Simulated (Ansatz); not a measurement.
## C2H4FGa, SMILES F[CH]1[CH2][GaH]1: an atomisation energy, step by step

Program: Ansatz's Python interface.

Run as a notebook:

**Cell 1**
```python
from collections import Counter

import ansatz
from ase import Atoms
```

**Cell 2**
```python
BASIS_SET = "cc-pVDZ"
FUNCTIONAL = "PBE"
```

**Cell 3**
```python
def total_energy(molecule, charge=0, unpaired=0):
    calc = (
        molecule.calculation()
        .basis(gaussian=BASIS_SET)
        .functional(FUNCTIONAL)
    )
    if charge:
        calc = calc.charge(charge)
    if unpaired:
        calc = calc.spin("collinear", total=unpaired)
    report = calc.run(threads=1, backend="cpu").report
    if report["published_state_doubts"]:
        print("  doubts:", report["published_state_doubts"])
    return report["free_energy_ev"]
```

**Cell 4**
```python
atoms = Atoms(["F", "C", "C", "Ga", "H", "H", "H", "H"], positions=[
    (1.1313, 1.18, -1.246),
    (0.006, 0.4788, -0.8028),
    (0.3432, -0.2165, 0.4793),
    (-0.8666, -1.1384, -0.3708),
    (-0.8584, 1.1423, -0.6511),
    (1.1281, -0.9932, 0.2918),
    (0.8112, 0.5142, 1.2275),
    (-1.6027, -1.0244, 1.0163),
])
geometry = ansatz.Crystal.molecule_from_ase(atoms)

# unpaired electrons of the ground-state atoms
unpaired = {"F": 1, "C": 2, "Ga": 1, "H": 1}
counts = Counter(site.symbol for site in geometry.cartesian_sites)
atom_energy = {s: total_energy(ansatz.Crystal.molecule().atom(s, (0, 0, 0)), 0, unpaired[s]) for s in counts}
whole = total_energy(geometry, 0, 0)
for s, e in atom_energy.items():
    print(f"{s:2s} x{counts[s]}  {e:14.5f} eV")
print(f"C2H4FGa: {whole:.5f} eV")
split = sum(counts[s] * e for s, e in atom_energy.items()) - whole
print(f"atomisation energy (no zero-point term): {96.485332 * split:.1f} kJ/mol, {split / sum(counts.values()):.3f} eV an atom")
```
Output:
```text
F  x1     -2710.92839 eV
C  x2     -1028.27851 eV
Ga x1    -52367.88590 eV
H  x4       -13.56836 eV
C2H4FGa: -57213.97896 eV
atomisation energy (no zero-point term): 2347.9 kJ/mol, 3.042 eV an atom
```

2347.9 kJ/mol from the electronic energies, without the zero-point term.

Caveats:
- The settings weren't tested for convergence.
- The geometry is a force-field or estimated start, not a minimum of this method, and the basis set is short of its limit. All parts are taken at fixed geometry, without zero-point energy.
- This functional overbinds, so such energies come out a few per cent too high (LDA far more).
- Finished in 4 s on 1 thread of Arm Neoverse V2 (shared host), peak memory 0.2 GiB.

(Lines on the test bed's own set-up are left out of the output.)
